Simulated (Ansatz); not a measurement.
This script for Ansatz 0.2.0, Python API starts 6 runs on RbSbO3, space group Pm-3m. What input does the engine get in each?

`ecut.py`
```python
"""Convergence of RbSbO3 with the plane-wave cutoff."""

import csv
import warnings

import ansatz
from ase import Atoms

warnings.simplefilter("ignore", ansatz.DeckWarning)

atoms = Atoms(
    ["Rb", "Sb", "O", "O", "O"],
    scaled_positions=[
        (0.0, 0.0, 0.0),
        (0.5, 0.5, 0.5),
        (0.5, 0.5, 0.0),
        (0.5, 0.0, 0.5),
        (0.0, 0.5, 0.5),
    ],
    cell=[
        (4.09054, 0.0, 0.0),
        (0.0, 4.09054, 0.0),
        (0.0, 0.0, 4.09054),
    ],
    pbc=True,
)
cell = ansatz.Crystal.from_ase(atoms)

job = (
    cell.calculation()
    .functional("LDA")
    .kpoints(mesh=(3, 3, 3))
    .occupations("methfessel_paxton", width=0.02)
    .mixing("broyden", ndim=4, beta=0.2)
    .scf(tolerance=1e-08, extra_bands=8)
    .stress()
)

rows = []
for value in [250, 350, 450, 550, 650, 750]:
    r = job.basis(value).run().report
    rows.append((value, r["free_energy_ev"] / len(r["lattice"]["sites"]), r["n_iterations"], sum(r["stress_gpa"][i][i] for i in range(3)) / 3, r["n_pw"]))

with open("ecut.csv", "w", newline="") as handle:
    writer = csv.writer(handle)
    writer.writerow(["cutoff (eV)", "F/atom (eV)", "iterations", "P (GPa)", "plane waves"])
    writer.writerows([round(v, 5) if isinstance(v, float) else v for v in row] for row in rows)

# the last row is the reference
for row in rows[:-1]:
    shift = 1000 * (row[1] - rows[-1][1])
    print(f"{row[0]}: {shift:+.2f} meV/atom" + ("  (within 1 meV)" if abs(shift) < 1 else ""))
```

Run 1:
```yaml
crystal:
  lattice:
    - [4.09054, 0.0, 0.0]
    - [0.0, 4.09054, 0.0]
    - [0.0, 0.0, 4.09054]
  atoms:
    - { symbol: Rb, position: [0.0, 0.0, 0.0] }
    - { symbol: Sb, position: [0.5, 0.5, 0.5] }
    - { symbol: O, position: [0.5, 0.5, 0.0] }
    - { symbol: O, position: [0.5, 0.0, 0.5] }
    - { symbol: O, position: [0.0, 0.5, 0.5] }
basis:
  ecutwfc: 250.0
kpoints:
  mp_grid:
    grid: [3, 3, 3]
hamiltonian:
  xc: lda
scf:
  n_extra_bands: 8
  convergence:
    dr2_threshold: 1.0e-08
  mixing:
    algorithm: broyden
    beta: 0.2
    ndim: 4
  occupations:
    method: methfessel_paxton
    width: 0.02
output:
  stress: true
```

Run 2, against run 1:
```diff
-  ecutwfc: 250.0
+  ecutwfc: 350.0
```

Run 3, against run 1:
```diff
-  ecutwfc: 250.0
+  ecutwfc: 450.0
```

Run 4, against run 1:
```diff
-  ecutwfc: 250.0
+  ecutwfc: 550.0
```

Run 5, against run 1:
```diff
-  ecutwfc: 250.0
+  ecutwfc: 650.0
```

Run 6, against run 1:
```diff
-  ecutwfc: 250.0
+  ecutwfc: 750.0
```

```console
$ python ecut.py
250: +1321.58 meV/atom
350: +66.21 meV/atom
450: +2.14 meV/atom
550: +0.26 meV/atom  (within 1 meV)
650: +0.13 meV/atom  (within 1 meV)
```

From 550 eV on it stays within 1 meV an atom of the value at 750 eV; the first row (250 eV) is off by 1321.6 meV and the last but one by 0.13 meV. The energy falls steadily, as expected when plane waves are added. The pressure moves from -12.18 to -9.41 GPa (the program's stress holds a Pulay correction, so it settles early).

Notes:
- For a metal this mesh is far too coarse, so the numbers only illustrate the procedure.
- The program warned that this SCF threshold is loose for forces or stresses.
- Pressure is positive in compression.
- This cell is a computed structure, which may not be the phase found in nature.
- Shifts are counted from the last row, which is itself no proven limit.
- The script silences the warnings on its input, which a real study should read.
- Cost: of the order of 5 core-seconds.

(Lines on the test bed's own set-up are left out of the output.)
